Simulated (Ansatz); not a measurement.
# AlGaPH (triplet): wave-function methods side by side at a displaced geometry (v1), cc-pVDZ

An exercise on one series of results from a longer session: the logs are not shown, and one member is left open.

Computed with Ansatz 0.2.0, Gaussian basis. Level: cc-pVDZ, core rule «outside noble gas», up to 24 orbitals frozen.

Plan: UHF; CCSD(T) on ROHF; CCSD(T) on UHF; BCCD(T) on ROHF; CISD; CCSDT(Q) on ROHF; CCSDT(Q) on UHF.

27 further runs of the same task are left out: 2 for a known fault of the program, 11 that didn't finish, 14 set aside as unsound or not needed.

### The system

The geometry is a PBE0/def2-TZVP stationary point (not a proven minimum) with its atoms shifted at random (size 0.040 Å). No spin-orbit coupling is included. The filled d shell of Ga may be among the frozen orbitals whatever the setting's name suggests; the logs give the count.

4 atoms, charge 0, spin multiplicity 3.

Atoms are counted from 1 here; the program's logs count them from 0.

Bond lengths: Al1–P2 2.282 Å, Al1–Ga3 2.649 Å, Al1–H4 1.745 Å, P2–Ga3 2.342 Å, Ga3–H4 1.886 Å. Angles: P2–Al1–Ga3 56.1°, P2–Al1–H4 101.3°, Ga3–Al1–H4 45.3°, Al1–P2–Ga3 69.9°, Al1–Ga3–P2 54.0°, Al1–Ga3–H4 41.1°, P2–Ga3–H4 95.0°, Al1–H4–Ga3 93.7°.

Set-up of the first run:

in.yaml reads:

```yaml
crystal:
  periodic: [false, false, false]
  atoms:
    - {symbol: Al, position_ang: [-0.024899, 0.984589, 1.515454]}
    - {symbol: P, position_ang: [-0.025733, -1.218104, 0.917343]}
    - {symbol: Ga, position_ang: [0.022231, 0.134647, -0.993316]}
    - {symbol: H, position_ang: [-0.080545, 1.761575, -0.045508]}
basis:
  gaussian: {orbitals: cc-pVDZ}
magnetization: {spin_polarized: true, initial_magnetization: 2}
hamiltonian: {xc: hf}
output: {orbitals: {seedname: orbitals}}
```

On the command line:

```
> ansatz run in.yaml --threads 1 --pin off --events-out ev --progress --plain --max-ram 2393MiB
```

Steps of the session up to this table: UHF; CCSD(T) on ROHF; CCSD(T) on UHF; BCCD(T) on ROHF; CISD; CCSDT(Q) on ROHF; CCSDT(Q) on UHF.

One of the session's tables, all rows but one given; the rest of the session is left out.

```
   method  from UCCSDT(Q) (kcal/mol)
     ROHF                    +166.30
      UHF                    +161.85
     RMP2                     +28.74
     UMP2                     +29.90
    RCCSD                     +11.20
    UCCSD                     +10.78
 RCCSD(T)                      +1.97
 UCCSD(T)                      +1.95
  BCCD(T)                      +1.99
   RCCSDT                      +1.08
   UCCSDT                      +0.91
RCCSDT(Q)                          ?
UCCSDT(Q)                          0
```

Estimate the missing values for RCCSDT(Q).

The run gave: from UCCSDT(Q) (kcal/mol): +0.22. In the column «from UCCSDT(Q) (kcal/mol)» it lies between UCCSDT(Q) (0) and UCCSDT (+0.91).

Not comparable, so not listed: CISD (they don't share determinant, frozen orbitals or solution with the rows shown, or repeat one).

Caveats from the session: Restricted and unrestricted rows rest on different reference determinants; where their highest levels disagree by more than a few hundredths of an eV, they describe different states and don't form one ladder.
